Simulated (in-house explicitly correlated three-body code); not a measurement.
# Two electrons around a charge of +14.139: exact states and exact Kohn–Sham parts

Aim: the lowest states of two electrons around a charge of +14.139 to near-exact accuracy, with their sizes and correlation, then the exact Kohn–Sham parts of the ground state and the errors of common functionals.

Method: two electrons, non-relativistic, variational in exponentially correlated functions. Code: in-house explicitly correlated three-body code version 1.

### Step 1. Starting point

```
charge of the centre : +14.139
mass of the centre   : infinite
interactions         : Coulomb
basis                : 260 functions exp(−a r1 − b r2 − g r12) a state, exponent ranges optimised
units                : hartree and bohr; relativity and QED are left out
```

### Step 2. The run

Settings:

```ini
Z = 14.139
interaction_strength = 1.0
functions = 260
states_tried = 13
```

Launch:

```
python run_hyl.py task.json out
```

Before running it: what results should come out? Wanted: ground-state energy; binding of the second electron; ⟨r12⟩, ⟨cos θ12⟩; resonance line 1 ¹S–2 ¹P; polarisability of the ground state; Ts, Ex, Ec; exact less Hartree–Fock.

As calculated:

```
                          quantity                                  value
               ground-state energy                  -191.23150177 hartree
    binding of the second electron                              2483.7 eV
                  ⟨r12⟩, ⟨cos θ12⟩                   0.1600 bohr, -0.0094
          resonance line 1 ¹S–2 ¹P                  1899.5 eV, f = 0.7553
polarisability of the ground state                       2.4997e-04 bohr³
            Ts, Ex, Ec (Kohn–Sham)  191.18632, -8.61451, -0.04596 hartree
           exact less Hartree–Fock                       -0.04598 hartree
```

In words: The second electron is bound by 2484 eV, and the mean cosine of -0.009 shows the electrons leaning only slightly to opposite sides. The virial ratio −T/E is 1.0000000, where an exact Coulomb state gives 1. Exchange puts 2 ³S 15.1 eV under 2 ¹S. On the exact density SCAN errs least (-2.6 millihartree) and LDA PW92 most (+1046.1). Self-consistent top levels of the semilocal functionals lie +75.7 to +95.9 eV from minus the binding energy, the exact Kohn–Sham level.
